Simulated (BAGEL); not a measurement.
**One shape, several levels: quartet C2H4ClSi**

Aim: a comparison of 5 runs (UHF/STO-3G, ROHF/6-31G*, UHF/6-31G*, ROHF/def2-SVP, UHF/def2-SVP) of quartet C2H4ClSi. 

Program for the calculation: BAGEL 1.2.2.

19 further runs of the same task are left out: 1 that didn't finish, 18 set aside as unsound or not needed.

### 1 The molecule

C2H4ClSi: 8 atoms, total charge 0, spin state quartet. SMILES of the parent species: `C=C[SiH]Cl`. The shape is that of a PBE0-D4/def2-TZVP optimisation. That shape belongs to the parent species and isn't relaxed for this state.

Bond lengths: C1–C2 1.335 Å, C2–Si3 1.841 Å, Si3–Cl4 2.059 Å, C1–H5 1.087 Å, C1–H6 1.086 Å, C2–H7 1.088 Å, Si3–H8 1.489 Å. Angles: C1–C2–Si3 122.0°, C2–Si3–Cl4 111.3°, C1–C2–H7 119.1°, Si3–C2–H7 118.7°, C2–C1–H5 121.9°, C2–C1–H6 122.0°, C2–Si3–H8 111.0°, Cl4–Si3–H8 109.0°, H5–C1–H6 116.1°.

### 2 A single-point energy at UHF/STO-3G (density fitting with qzvpp-jkfit) (run 1)

job.json

```json
{ "bagel" : [

{
  "title" : "molecule",
  "basis" : "sto-3g",
  "df_basis" : "qzvpp-jkfit",
  "angstrom" : true,
  "geometry" : [
    { "atom" : "C", "xyz" : [    0.647000,    1.027000,   -0.659700 ] },
    { "atom" : "C", "xyz" : [    0.628500,   -0.066700,    0.105400 ] },
    { "atom" : "Si", "xyz" : [   -0.903600,   -0.642600,    0.947100 ] },
    { "atom" : "Cl", "xyz" : [   -1.031600,   -2.697900,    0.941300 ] },
    { "atom" : "H", "xyz" : [   -0.256900,    1.588200,   -0.880600 ] },
    { "atom" : "H", "xyz" : [    1.563900,    1.404900,   -1.102500 ] },
    { "atom" : "H", "xyz" : [    1.561300,   -0.591000,    0.301600 ] },
    { "atom" : "H", "xyz" : [   -2.116300,   -0.079100,    0.291500 ] }
  ]
},
{
  "title" : "uhf",
  "nopen" : 3
},
{
  "title" : "print",
  "file" : "orbitals.molden",
  "orbitals" : true
}

]}
```

On the command line:

```sh
$ BAGEL_NUM_THREADS=1 BAGEL job.json > job.out
```

The log of the run:

```text
* using 1 threads per process

  ===============================================================
  ===============================================================

  *** Geometry ***

  { "atom" : "C", "xyz" : [      1.222653,      1.940749,     -1.246652 ] },
  { "atom" : "C", "xyz" : [      1.187693,     -0.126045,      0.199177 ] },
  { "atom" : "Si", "xyz" : [     -1.707557,     -1.214338,      1.789760 ] },
[... 4 lines of this table left out ...]
  { "atom" : "H", "xyz" : [     -3.999227,     -0.149477,      0.550855 ] },

  Number of auxiliary basis functions:      478

  Since a DF basis is specified, we compute 2- and 3-index integrals:
    o Being stored without compression. Storage requirement is 0.004 GB

  Number of basis functions:       32
  Number of electrons      :       47

    * METHOD: MOLECULE                             0.18

  *** Open-shell HF ***

  === Nuclear Repulsion ===
   182.8484615317

      * DIIS with orbital gradients will be used.

  === UHF iteration (sto-3g) ===
      0       -817.08143958          0.01563576           0.06
      1       -817.14569073          0.00488330           0.06
      2       -817.15426765          0.00187082           0.06
[... 11 lines of this table left out ...]
     14       -817.15728964          0.00000001           0.07
    * SCF iteration converged.

    * S^2 (UHF) is 3.7716

    * Permanent dipole moment:
           (   -0.181242,    -1.230628,    -0.122160) a.u.

    * METHOD: UHF                                  1.08

    * METHOD: PRINT                                0.00

  ===============================================================
```

Wall time 1.5 s (1 thread of Intel Xeon Platinum 8488C (Sapphire Rapids), shared host).

### 3 The energy at ROHF/6-31G(d) (density fitting with qzvpp-jkfit, spherical functions) (run 2)

input.json

```json
{ "bagel" : [

{
  "title" : "molecule",
  "basis" : "6-31gs.json",
  "df_basis" : "qzvpp-jkfit",
  "angstrom" : true,
  "geometry" : [
    { "atom" : "C", "xyz" : [    0.647000,    1.027000,   -0.659700 ] },
    { "atom" : "C", "xyz" : [    0.628500,   -0.066700,    0.105400 ] },
    { "atom" : "Si", "xyz" : [   -0.903600,   -0.642600,    0.947100 ] },
    { "atom" : "Cl", "xyz" : [   -1.031600,   -2.697900,    0.941300 ] },
    { "atom" : "H", "xyz" : [   -0.256900,    1.588200,   -0.880600 ] },
    { "atom" : "H", "xyz" : [    1.563900,    1.404900,   -1.102500 ] },
    { "atom" : "H", "xyz" : [    1.561300,   -0.591000,    0.301600 ] },
    { "atom" : "H", "xyz" : [   -2.116300,   -0.079100,    0.291500 ] }
  ]
},
{
  "title" : "rohf",
  "charge" : 0,
  "nopen" : 3
},
{
  "title" : "print",
  "file" : "orbitals.molden",
  "orbitals" : true
}

]}
```

The basis set 6-31G* is read from a file made from the Basis Set Exchange's data (not shown).

On the command line:

```sh
$ BAGEL_NUM_THREADS=1 BAGEL input.json > input.out
```

The log of the run:

```text
* using 1 threads per process

  ===============================================================
  ===============================================================

  *** Geometry ***

  { "atom" : "C", "xyz" : [      1.222653,      1.940749,     -1.246652 ] },
  { "atom" : "C", "xyz" : [      1.187693,     -0.126045,      0.199177 ] },
  { "atom" : "Si", "xyz" : [     -1.707557,     -1.214338,      1.789760 ] },
[... 4 lines of this table left out ...]
  { "atom" : "H", "xyz" : [     -3.999227,     -0.149477,      0.550855 ] },

  Number of auxiliary basis functions:      478

  Since a DF basis is specified, we compute 2- and 3-index integrals:
    o Being stored without compression. Storage requirement is 0.020 GB

  Number of basis functions:       72
  Number of electrons      :       47

    * METHOD: MOLECULE                             0.33

  *** Open-shell HF ***

  === Nuclear Repulsion ===
   182.8484615317

      * DIIS with orbital gradients will be used.

  === ROHF iteration (6-31gs.json) ===
      0       -826.05083143          0.03075480           0.18
      1       -826.18229645          0.01760785           0.18
      2       -826.23913425          0.00953161           0.17
[... 19 lines of this table left out ...]
     22       -826.31304712          0.00000001           0.14
    * SCF iteration converged.

    * S^2 (ROHF) is 3.7500

    * Permanent dipole moment:
           (   -0.447519,    -0.913661,     0.182060) a.u.

    * METHOD: ROHF                                 4.10

    * METHOD: PRINT                                0.01

  ===============================================================
```

Run time: 4.8 s. Hardware: 1 thread of Intel Xeon Platinum 8488C (Sapphire Rapids), shared host; peak memory 0.1 GiB.

Runs 3 to 4 aren't shown in full; the table further down has their settings and results.

### 4 A single-point energy at UHF/def2-SVP (density fitting with qzvpp-jkfit) (run 5)

hf.json

```json
{ "bagel" : [

{
  "title" : "molecule",
  "basis" : "svp",
  "df_basis" : "qzvpp-jkfit",
  "angstrom" : true,
  "geometry" : [
    { "atom" : "C", "xyz" : [       0.647000,       1.027000,      -0.659700 ] },
    { "atom" : "C", "xyz" : [       0.628500,      -0.066700,       0.105400 ] },
    { "atom" : "Si", "xyz" : [      -0.903600,      -0.642600,       0.947100 ] },
    { "atom" : "Cl", "xyz" : [      -1.031600,      -2.697900,       0.941300 ] },
    { "atom" : "H", "xyz" : [      -0.256900,       1.588200,      -0.880600 ] },
    { "atom" : "H", "xyz" : [       1.563900,       1.404900,      -1.102500 ] },
    { "atom" : "H", "xyz" : [       1.561300,      -0.591000,       0.301600 ] },
    { "atom" : "H", "xyz" : [      -2.116300,      -0.079100,       0.291500 ] }
  ]
},

{ "title" : "uhf", "charge" : 0, "nopen" : 3 },

{ "title" : "print", "file" : "orbitals.molden", "orbitals" : true }

]}
```

On the command line:

```sh
$ BAGEL_NUM_THREADS=1 BAGEL hf.json > hf.out
```

The log of the run:

```text
* using 1 threads per process

  ===============================================================
  ===============================================================

  *** Geometry ***

  { "atom" : "C", "xyz" : [      1.222653,      1.940749,     -1.246652 ] },
  { "atom" : "C", "xyz" : [      1.187693,     -0.126045,      0.199177 ] },
  { "atom" : "Si", "xyz" : [     -1.707557,     -1.214338,      1.789760 ] },
[... 4 lines of this table left out ...]
  { "atom" : "H", "xyz" : [     -3.999227,     -0.149477,      0.550855 ] },

  Number of auxiliary basis functions:      478

  Since a DF basis is specified, we compute 2- and 3-index integrals:
    o Being stored without compression. Storage requirement is 0.027 GB

  Number of basis functions:       84
  Number of electrons      :       47

    * METHOD: MOLECULE                             0.26

  *** Open-shell HF ***

  === Nuclear Repulsion ===
   182.8484615317

      * DIIS with orbital gradients will be used.

  === UHF iteration (svp) ===
      0       -825.74714959          0.03227790           0.23
      1       -825.89816390          0.02213630           0.22
      2       -825.96909844          0.01182781           0.23
[... 18 lines of this table left out ...]
     21       -826.06619764          0.00000001           0.19
    * SCF iteration converged.

    * S^2 (UHF) is 3.7700

    * Permanent dipole moment:
           (   -0.409492,    -0.725099,     0.160208) a.u.

    * METHOD: UHF                                  5.13

    * METHOD: PRINT                                0.02

  ===============================================================
```

Run time: 6 s. Hardware: 1 thread of Intel Xeon Platinum 8488C (Sapphire Rapids), shared host; peak memory 0.12 GiB.

### 5 All runs side by side

| run | level | energy (Eh) | dipole moment (D) | ⟨S²⟩ | wall time |
| --- | --- | --- | --- | --- | --- |
| 1 | UHF/STO-3G (density fitting with qzvpp-jkfit) | -817.157290 | 3.18 | 3.772 | 1.5 s |
| 2 | ROHF/6-31G* (density fitting with qzvpp-jkfit, spherical functions) | -826.313047 | 2.63 | 3.750 | 4.8 s |
| 3 | UHF/6-31G* (density fitting with qzvpp-jkfit, spherical functions) | -826.321842 | 2.60 | 3.771 | 4.8 s |
| 4 | ROHF/def2-SVP (density fitting with qzvpp-jkfit) | -826.057608 | 2.18 | 3.750 | 6 s |
| 5 | UHF/def2-SVP (density fitting with qzvpp-jkfit) | -826.066198 | 2.16 | 3.770 | 6 s |

### 6 Results

| quantity | value |
| --- | --- |
| run 5: total energy | -826.06620 Eh |
| run 5: dipole moment | 2.16 D |
| run 5: ⟨S²⟩ | 3.770 |

**Reading.** The dipole moment (its size) runs from 2.16 D (UHF/def2-SVP) to 3.18 D (UHF/STO-3G). In run 1 the basis is minimal, so the values are rough. All runs together took 23 s, the longest 6 s.
